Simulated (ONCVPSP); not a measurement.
**Nd: generating and testing an ONCV potential**

Do these settings give a usable potential? It is generated, then checked for transferability, scattering, ghosts and hardness.

The numbers are computed with ONCVPSP 4.0.1.1 (patched build) (PBE, scalar-relativistic, spin-unpolarised reference atom).

## Step 1: Settings

The settings as typed:

* element: neodymium (Nd, Z = 60)
* type: optimised norm-conserving Vanderbilt (ONCV)
* frozen core: [Kr] 4d10
* valence charge: 14
* reference configuration: 4f4 5s2 5p6 6s1 (charge +1)
* partial waves: 5s+6s: rc 2.10 bohr, ncon 4, nbas 7, qcut 5.7 1/bohr, 2 projectors; 5p: rc 2.80 bohr, ncon 3, nbas 7, qcut 6 1/bohr, 2 projectors, debl 1.5 Ha; d scattering state at 0.33 Ha: rc 2.85 bohr, ncon 3, nbas 8, qcut 3.7 1/bohr, 2 projectors, debl 3.7 Ha; 4f: rc 1.00 bohr, ncon 3, nbas 8, qcut 19.4 1/bohr, 2 projectors, debl 3.7 Ha
* local potential: polynomial inside 0.65 bohr (lpopt 5, dvloc0 4 Ha)
* core correction: Teter function, fcfact 1.75, rcfact 1.3

## Step 2: The generation run

Nd.dat

```
# ATOM AND REFERENCE CONFIGURATION
# atsym  z   nc   nv     iexc    psfile
  Nd 60.00    9    4        4      upf
#
#   n    l    f
    1    0    2.00
    2    0    2.00
    2    1    6.00
    3    0    2.00
    3    1    6.00
    3    2   10.00
    4    0    2.00
    4    1    6.00
    4    2   10.00
    4    3    4.00
    5    0    2.00
    5    1    6.00
    6    0    1.00
#
# PSEUDOPOTENTIAL AND OPTIMIZATION
# lmax
    3
#
#   l,   rc,      ep,       ncon, nbas, qcut
    0    2.10    0.00    4    7    5.70
    1    2.80    0.00    3    7    6.00
    2    2.85    0.33    3    8    3.70
    3    1.00    0.00    3    8   19.40
#
# LOCAL POTENTIAL
# lloc, lpopt,  rc(5),   dvloc0
    4    5    0.65    4.00
#
# VANDERBILT-KLEINMAN-BYLANDER PROJECTORs
# l, nproj, debl
    0    2    3.00
    1    2    1.50
    2    2    3.70
    3    2    3.70
#
# MODEL CORE CHARGE
# icmod, fcfact, rcfact
    3    1.75    1.30
#
# LOG DERIVATIVE ANALYSIS
# epsh1, epsh2, depsh
   -3.00    5.00    0.02
#
# OUTPUT GRID
# rlmax, drl
    6.00    0.01
#
# TEST CONFIGURATIONS
# ncnf
    4
# nvcnf
#   n    l    f
    4
    4    3    4.00
    5    0    2.00
    5    1    6.00
    6    0    2.00
#
    4
    4    3    4.00
    5    0    2.00
    5    1    6.00
    6    0    0.00
#
    4
    4    3    3.00
    5    0    2.00
    5    1    6.00
    6    0    0.00
#
    5
    4    3    4.00
    5    0    2.00
    5    1    6.00
    6    0    0.00
    6    1    1.00
#
```

On the command line:

```
oncvpsp.x < Nd.dat > Nd.out
```

What does the calculation give? Wanted: cutoffs for 1 and 0.1 mHa per electron, occupied waves; bound ghosts; GHOST(+) flags; largest test error; largest phase difference near zero energy, channels read; rms error of d²Exc/dn², without and with the model core; projector energies reset by the program.

As calculated:

| quantity | value |
| --- | --- |
| cutoffs for 1 and 0.1 mHa per electron, occupied waves | 132 Ha and 149 Ha |
| bound ghosts | s at -771.29 eV, p at -277.59 eV, d at -1221.35 eV |
| GHOST(+) flags | s at 82 eV |
| largest test error (AE − PS) | +13 meV, for 4f3 5s2 5p6 6s0 |
| largest phase difference near zero energy, channels read | 0.009 rad |
| rms error of d²Exc/dn², without and with the model core | 9.36 and 6.56 mHa |
| projector energies reset by the program | d: 0.050, 3.750 Ha |

In words: A bound ghost (s, p, d) makes it unfit for use: electrons can fall into a state that the atom doesn't have. The worst unpolarised test, 4f3 5s2 5p6 6s0, is off by 13 meV on 33.2 eV; by total energies transferability rates as good. Atomic tests can pass in spite of a ghost, since they solve only for the levels asked. By its cutoff, 132 Ha for the looser tolerance, it is very hard. At the looser tolerance the 4f wave is the slowest; 5s needs 12 Ha. Near zero energy the phases of the channels with partial waves agree within 0.009 rad. The program also flags highly localised states, GHOST(+) (s). All of this concerns the isolated atom, not yet a solid.
